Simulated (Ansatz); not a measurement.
# CCSDT/STO-3G run of InH2F (SMILES [H][In]([H])[F])

What is the vertical ionisation energy of InH2F at CCSDT/STO-3G? 

Program for the calculation: Ansatz 0.2.0.

58 further runs of the same task are left out: 2 that didn't finish, 56 set aside as unsound or not needed.

### Step 1. Starting point

InH2F has 4 atoms, charge 0, and is taken as a singlet. As SMILES, `[H][In]([H])[F]`. The shape comes from GFN2-xTB, which is rough for such elements, and wasn't checked as a minimum.

Bond lengths: In1–F4 1.946 Å, In1–H2 1.693 Å, In1–H3 1.691 Å. Angles: H2–In1–F4 114.4°, H3–In1–F4 114.5°, H2–In1–H3 131.1°.

### Step 2. A single-point energy at CCSDT/STO-3G

Contents of molecule.yaml:

```yaml
basis:
  gaussian:
    orbitals: STO-3G
crystal:
  periodic: [false, false, false]
  atoms:
    - {symbol: In, position_ang: [0.069180, 0.117330, -0.000190]}
    - {symbol: H, position_ang: [1.751200, -0.073770, 0.013580]}
    - {symbol: H, position_ang: [-0.891440, 1.509340, -0.018860]}
    - {symbol: F, position_ang: [-0.928940, -1.552910, 0.005460]}
correlation:
  method: ccsdt
  frozen_orbitals: {F: 1, H: 0, In: 18}
accuracy: high
scf:
  omitted_lower_state_checks: [cluster_reference, increment]
```

Run with:

```sh
ansatz run molecule.yaml --threads 1 --pin off --max-ram 2610MiB --events-out events.jsonl --progress --plain --runs-dir runs
```

The program printed, cut to the lines that bear on the results:

```text
Warning: RAYON_NUM_THREADS=1 ignored (pool sized by the plan → 1); use --threads N
Functional definition: HF
  name "HF"
[...]
623 factors; integrals over basis functions are off by at most 4.0e-9 eV
[...]
mean field -157337.84092273 eV, -5782.0590064915 hartree, gradient 7.2e-9 eV, S^2 0.000000; 0 other end points of the search recorded, 0 dependent functions left out
19 core orbitals not correlated: weight in the atoms' cores, before any rotation towards them, 1.000 or more for the frozen orbitals, at most 0.000 for the correlated occupied ones
reference -157337.84092273 eV, -5782.0590064915 hartree; 11, 11 occupied and 4, 4 virtual orbitals, 623 factors
second order -1.38118733 eV of doubles, -0.00000000 eV of singles
cycle   1  -1.58448183 eV  change   -2.0e-1 eV  update   1.1e-1
[...]
cycle  27  -2.01677789 eV  change  -5.6e-10 eV  update   1.3e-9
Total energy: -157339.85770062 eV, -5782.1331217119 hartree
Checks for a lower state left out: cluster_reference, increment
```

It took 0.7 s on 1 thread of Arm Neoverse V2, shared host.

### Step 3. The doublet cation

Contents of run.yaml:

```yaml
basis:
  gaussian: {orbitals: STO-3G}
crystal:
  periodic: [false, false, false]
  atoms:
    - {symbol: In, position_ang: [0.069180, 0.117330, -0.000190]}
    - {symbol: H, position_ang: [1.751200, -0.073770, 0.013580]}
    - {symbol: H, position_ang: [-0.891440, 1.509340, -0.018860]}
    - {symbol: F, position_ang: [-0.928940, -1.552910, 0.005460]}
total_charge: 1
magnetization: {spin_polarized: true, initial_magnetization: 1}
correlation: {method: ccsdt, frozen_orbitals: {F: 1, H: 0, In: 18}}
accuracy: high
scf: {omitted_lower_state_checks: [cluster_reference, increment]}
```

Run with:

```sh
ansatz run run.yaml --threads 1 --pin off --max-ram 2610MiB --events-out events.jsonl --progress --plain --runs-dir runs
```

The program printed, cut to the lines that bear on the results:

```text
Warning: RAYON_NUM_THREADS=1 ignored (pool sized by the plan → 1); use --threads N
[... 2 set-up lines as earlier in the session ...]
[...]
622 factors; integrals over basis functions are off by at most 4.0e-9 eV
[...]
mean field -157332.20828067 eV, -5781.8520107137 hartree, gradient 2.7e-8 eV, S^2 0.751957; 5 other end points of the search recorded, 0 dependent functions left out
19 core orbitals not correlated: weight in the atoms' cores, before any rotation towards them, 1.000 or more for the frozen orbitals, at most 0.000 for the correlated occupied ones
reference -157332.20828067 eV, -5781.8520107137 hartree; 11, 10 occupied and 4, 5 virtual orbitals, 622 factors
second order -0.82772266 eV of doubles, -0.00000000 eV of singles
cycle   1  -1.07639240 eV  change   -2.5e-1 eV  update   5.5e-2
[...]
cycle  41  -1.41860526 eV  change   3.8e-10 eV  update   2.3e-9
Total energy: -157333.62688593 eV, -5781.9041434953 hartree
Checks for a lower state left out: cluster_reference, increment
```

Wall time 2.1 s (1 thread of Arm Neoverse V2, shared host); peak memory 0.12 GiB.

### Step 4. What came out

Level: CCSDT/STO-3G, 19 core orbitals frozen.

```
                                                    quantity           value
                                 singlet InH2F: total energy  -5782.13312 Eh
 singlet InH2F: correlation energy (19 core orbitals frozen)       -74.1 mEh
                                singlet InH2F: T1 diagnostic           0.020
                                doublet cation: total energy  -5781.90414 Eh
doublet cation: correlation energy (19 core orbitals frozen)       -52.1 mEh
           doublet cation: ⟨S²⟩ of the reference determinant           0.752
                               doublet cation: T1 diagnostic           0.032
          vertical ionisation energy (to the doublet cation)        6.231 eV
```

**Reading.** Removing an electron at fixed nuclei costs 6.23 eV (144 kcal/mol). In a minimal basis such a difference can be off by several eV, whatever the method. Relativity is left out (singlet InH2F) although the molecule holds a heavy atom. Relativity is left out (doublet cation) although the molecule holds a heavy atom.
